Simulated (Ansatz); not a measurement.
**C5H8ClCuN2: up Jacob's ladder to CCSD(T)**

The task here is to estimate one member of a computed series from the others.

Computed with Ansatz 0.2.0, Gaussian basis. Level: functionals in def2-TZVPP, the program's frozen cores in correlated methods.

The runs, in order: LDA (SPW92), PBE-D4, revPBE-D4, BLYP-D4, r2SCAN-D4, B97M-V, PBE0-D4, B3LYP-D4, r2SCANh-D4, r2SCAN0-D4, HSE06-D4, BHLYP-D4, CAM-B3LYP-D4, LC-ωPBE, ωB97X-V, ωB97M-V, B2PLYP, PBE-QIDH; CCSD(T)/def2-SVP; CCSD(T)/def2-TZVPP; MP2/def2-QZVPP; extrapolation to the limit; RPA on PBE.

## The geometry

An earlier PBE0-D4 in a triple-zeta def2 set relaxation fixed the geometry.

17 atoms, charge 0, spin multiplicity 1.

Atoms are counted from 1 here; the program's logs count them from 0.

Bond lengths: C1–N2 1.445 Å, C1–H10 1.089 Å, C1–H11 1.091 Å, C1–H12 1.091 Å, N2–C3 1.374 Å, N2–C7 1.351 Å, C3–C4 1.350 Å, C3–H13 1.077 Å, C4–N5 1.374 Å, C4–H14 1.077 Å, N5–C6 1.445 Å, N5–C7 1.351 Å, C6–H15 1.091 Å, C6–H16 1.091 Å, C6–H17 1.089 Å, C7–Cu8 1.889 Å, Cu8–Cl9 2.099 Å. Angles: N2–C1–H10 108.1°, N2–C1–H11 110.4°, N2–C1–H12 110.4°, H10–C1–H11 109.2°, H10–C1–H12 109.2°, H11–C1–H12 109.4°, C1–N2–C3 124.6°, C1–N2–C7 124.0°, C3–N2–C7 111.4°, N2–C3–C4 106.5°, N2–C3–H13 122.7°, C4–C3–H13 130.8°, C3–C4–N5 106.5°, C3–C4–H14 130.8°, N5–C4–H14 122.7°, C4–N5–C6 124.6°, C4–N5–C7 111.4°, C6–N5–C7 124.0° and more.

Set-up of the first run:

The input, in.yaml:

```yaml
crystal:
  periodic: [false, false, false]
  atoms:
    - {symbol: C, position_ang: [2.117431, -0.734101, -0.968347]}
    - {symbol: N, position_ang: [0.717892, -0.501311, -0.696256]}
    - {symbol: C, position_ang: [-0.315838, -0.989898, -1.457375]}
    - {symbol: C, position_ang: [-1.456447, -0.555953, -0.879224]}
    - {symbol: N, position_ang: [-1.081985, 0.183485, 0.216045]}
    - {symbol: C, position_ang: [-2.002526, 0.833536, 1.119926]}
    - {symbol: C, position_ang: [0.261921, 0.228281, 0.345146]}
    - {symbol: Cu, position_ang: [1.271535, 1.109728, 1.676155]}
    - {symbol: Cl, position_ang: [2.392935, 2.090124, 3.155061]}
    - {symbol: H, position_ang: [2.700678, -0.225497, -0.202355]}
    - {symbol: H, position_ang: [2.385752, -0.335537, -1.947984]}
    - {symbol: H, position_ang: [2.338235, -1.802218, -0.937877]}
    - {symbol: H, position_ang: [-0.158139, -1.596092, -2.333241]}
    - {symbol: H, position_ang: [-2.486298, -0.710090, -1.153311]}
    - {symbol: H, position_ang: [-2.655048, 0.097657, 1.592420]}
    - {symbol: H, position_ang: [-2.608737, 1.565469, 0.583900]}
    - {symbol: H, position_ang: [-1.421362, 1.342427, 1.887318]}
basis:
  gaussian: {orbitals: def2-TZVPP}
hamiltonian: {xc: lda}
output: {orbitals: {seedname: orbitals}}
```

Started as:

```
> ansatz run in.yaml --threads 4 --pin off --events-out ev --progress --plain --max-ram 41984MiB --backend cuda --devices 0, --max-vram 37GiB
```

Steps of the session up to this table: LDA; PBE-D4 (GGA); revPBE-D4 (GGA); BLYP-D4 (GGA); r2SCAN-D4 (meta-GGA); B97M-V (meta-GGA); B3LYP-D4 (hybrid); r2SCANh-D4 (hybrid); r2SCAN0-D4 (hybrid); HSE06-D4 (hybrid); BHLYP-D4 (hybrid); CAM-B3LYP-D4 (range-separated); LC-ωPBE (range-separated); ωB97X-V (range-separated); ωB97M-V (range-separated); B2PLYP (double hybrid); PBE-QIDH (double hybrid).

One of the session's tables, all rows but one given; the rest of the session is left out.

It belongs to the step «Frontier levels by functional». 

```
  functional  HOMO (eV)  gap (eV)
 LDA (SPW92)      -5.10      3.52
      PBE-D4      -4.86      3.52
   revPBE-D4      -4.78      3.53
     BLYP-D4      -4.72      3.51
   r2SCAN-D4      -5.04      3.86
      B97M-V          ?         ?
     PBE0-D4      -6.24      5.80
    B3LYP-D4      -5.98      5.32
  r2SCANh-D4      -5.59      4.74
  r2SCAN0-D4      -6.41      6.06
    HSE06-D4      -5.84      5.03
    BHLYP-D4      -7.49      8.06
CAM-B3LYP-D4      -7.59      8.23
     LC-ωPBE      -8.88     10.63
     ωB97X-V      -8.59     10.26
     ωB97M-V      -8.54     10.10
```

**Question.** Estimate the row for B97M-V.

The run gave: HOMO (eV): -5.11; gap (eV): 3.94. In the column «HOMO (eV)» it lies between r2SCANh-D4 (-5.59) and LDA (SPW92) (-5.10).
